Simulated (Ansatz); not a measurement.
# C6H15BiO2: up Jacob's ladder to CCSD(T)

How much do the methods differ for C6H15BiO2? The plan is to run it at one geometry with functionals of several rungs and with coupled cluster. The yardstick is the atomisation energy at the CCSD(T) limit.

The runs use Ansatz 0.2.0, Gaussian basis; functionals in def2-TZVPP, the program's frozen cores in correlated methods.

The runs, in order: LDA (SPW92), PBE-D4, revPBE-D4, BLYP-D4, r2SCAN-D4, B97M-V, PBE0-D4, B3LYP-D4, r2SCANh-D4, r2SCAN0-D4, HSE06-D4, BHLYP-D4, CAM-B3LYP-D4, LC-ωPBE, ωB97X-V, ωB97M-V, B2PLYP, PBE-QIDH; CCSD(T)/def2-SVP; CCSD(T)/def2-TZVPP; MP2/def2-QZVPP; extrapolation to the limit.

## (1) The geometry

An earlier PBE0-D4 in a triple-zeta def2 set relaxation fixed the geometry. Bi takes the def2 core potential; no spin-orbit term is included.

SMILES `C[O][Bi]([CH3])[O]C(C)(C)C`, 24 atoms, charge 0, spin multiplicity 1.

Atoms are counted from 1 here; the program's logs count them from 0.

Bond lengths: C1–O2 1.400 Å, C1–H10 1.102 Å, C1–H11 1.098 Å, C1–H12 1.096 Å, O2–Bi3 2.073 Å, Bi3–C4 2.216 Å, Bi3–O5 2.074 Å, C4–H13 1.090 Å, C4–H14 1.090 Å, C4–H15 1.089 Å, O5–C6 1.415 Å, C6–C7 1.523 Å, C6–C8 1.524 Å, C6–C9 1.525 Å, C7–H16 1.093 Å, C7–H17 1.092 Å, C7–H18 1.092 Å, C8–H19 1.096 Å and more. Angles: O2–C1–H10 113.5°, O2–C1–H11 111.8°, O2–C1–H12 108.9°, H10–C1–H11 107.5°, H10–C1–H12 107.1°, H11–C1–H12 107.8°, C1–O2–Bi3 120.3°, O2–Bi3–C4 89.5°, O2–Bi3–O5 98.9°, C4–Bi3–O5 87.5°, Bi3–C4–H13 105.5°, Bi3–C4–H14 111.2°, Bi3–C4–H15 108.3°, H13–C4–H14 110.4°, H13–C4–H15 110.5°, H14–C4–H15 110.8°, Bi3–O5–C6 123.6°, O5–C6–C7 105.4° and more.

## (2) LDA

This LDA is Slater exchange with PW92 correlation.

in.yaml reads:

```yaml
crystal:
  periodic: [false, false, false]
  atoms:
    - {symbol: C, position_ang: [2.116446, 0.910197, -2.267995]}
    - {symbol: O, position_ang: [0.784763, 0.517996, -2.445515]}
    - {symbol: Bi, position_ang: [-0.702878, 1.289785, -1.225493]}
    - {symbol: C, position_ang: [-2.228481, 0.311609, -2.500744]}
    - {symbol: O, position_ang: [-0.904012, -0.306972, 0.083302]}
    - {symbol: C, position_ang: [-0.201199, -0.409443, 1.307515]}
    - {symbol: C, position_ang: [-0.576497, -1.771309, 1.878036]}
    - {symbol: C, position_ang: [1.303256, -0.343520, 1.071973]}
    - {symbol: C, position_ang: [-0.635219, 0.694548, 2.266523]}
    - {symbol: H, position_ang: [2.224806, 1.930894, -1.867972]}
    - {symbol: H, position_ang: [2.654469, 0.232517, -1.592266]}
    - {symbol: H, position_ang: [2.624799, 0.889669, -3.238430]}
    - {symbol: H, position_ang: [-1.703430, -0.491062, -3.018010]}
    - {symbol: H, position_ang: [-2.651016, 1.014333, -3.218802]}
    - {symbol: H, position_ang: [-3.004819, -0.094652, -1.853613]}
    - {symbol: H, position_ang: [-0.086480, -1.945312, 2.839456]}
    - {symbol: H, position_ang: [-0.279315, -2.559612, 1.183966]}
    - {symbol: H, position_ang: [-1.657343, -1.830937, 2.019704]}
    - {symbol: H, position_ang: [1.599573, 0.644171, 0.701708]}
    - {symbol: H, position_ang: [1.859245, -0.525836, 1.994932]}
    - {symbol: H, position_ang: [1.597676, -1.088926, 0.330654]}
    - {symbol: H, position_ang: [-0.152448, 0.588840, 3.241275]}
    - {symbol: H, position_ang: [-1.717499, 0.661596, 2.410386]}
    - {symbol: H, position_ang: [-0.369500, 1.681225, 1.872709]}
basis:
  gaussian: {orbitals: def2-TZVPP}
hamiltonian: {xc: lda}
output: {orbitals: {seedname: orbitals}}
```

The runs that follow: PBE-D4 (GGA); revPBE-D4 (GGA); BLYP-D4 (GGA); r2SCAN-D4 (meta-GGA); B97M-V (meta-GGA); PBE0-D4 (hybrid); B3LYP-D4 (hybrid); r2SCANh-D4 (hybrid); r2SCAN0-D4 (hybrid); HSE06-D4 (hybrid); BHLYP-D4 (hybrid); CAM-B3LYP-D4 (range-separated); LC-ωPBE (range-separated); ωB97X-V (range-separated); ωB97M-V (range-separated); B2PLYP (double hybrid); PBE-QIDH (double hybrid); CCSD(T) in def2-SVP; CCSD(T) in def2-TZVPP; MP2 in def2-QZVPP.

**Question.** What will the summary of the whole plan be? Wanted: atomisation energy, CCSD(T)/CBS; farthest beyond LDA; mean size of error, GGA; mean size of error, meta-GGA; mean size of error, hybrid; mean size of error, range-separated; mean size of error, double hybrid; gap, smallest and largest; T1 diagnostic.

**Answer**, as computed:

| quantity | value |
| --- | --- |
| atomisation energy, CCSD(T)/CBS | 94.608 eV |
| functionals within 0.473 eV (0.5 %) | revPBE-D4, BLYP-D4, r2SCAN-D4, B97M-V, PBE0-D4, B3LYP-D4, HSE06-D4, CAM-B3LYP-D4, ωB97X-V, ωB97M-V |
| farthest beyond LDA | BHLYP-D4 (-2.868 eV) |
| mean size of error, GGA | 0.792 eV |
| mean size of error, meta-GGA | 0.208 eV |
| mean size of error, hybrid | 0.881 eV |
| mean size of error, range-separated | 0.321 eV |
| mean size of error, double hybrid | 1.017 eV |
| gap, smallest and largest | 4.16 eV (LDA (SPW92)), 10.68 eV (LC-ωPBE) |
| T1 diagnostic | 0.0140 |
| triples share of the correlation energy | 3.7 % |

What this shows: The LDA atomisation energy is off by 13.948 eV (15 %): it overbinds. PBE-D4 is off by +2.014 eV. Double hybrids carry the basis error of their MP2 part in triple zeta, and no dispersion term here, so their miss is partly the set-up's. The rungs meta-GGA, range-separated miss on average by less than the doubt on the reference (0.473 eV), so they tie. Misses under about 0.473 eV are within the doubt on the reference itself, which lacks core-valence correlation, spin-orbit coupling and higher excitations. All levels share the lack of spin-orbit coupling, which lowers the free heavy atoms and so the true binding. Hartree-Fock recovers 72 % of the binding; the rest is correlation. CCSD(T) in def2-SVP is off by -5.123 eV, which most functionals beat. Orbital gaps span 4.2 to 10.7 eV; exact exchange widens them. Correlated methods include outer-core shells of Bi, which these sets cover unevenly.
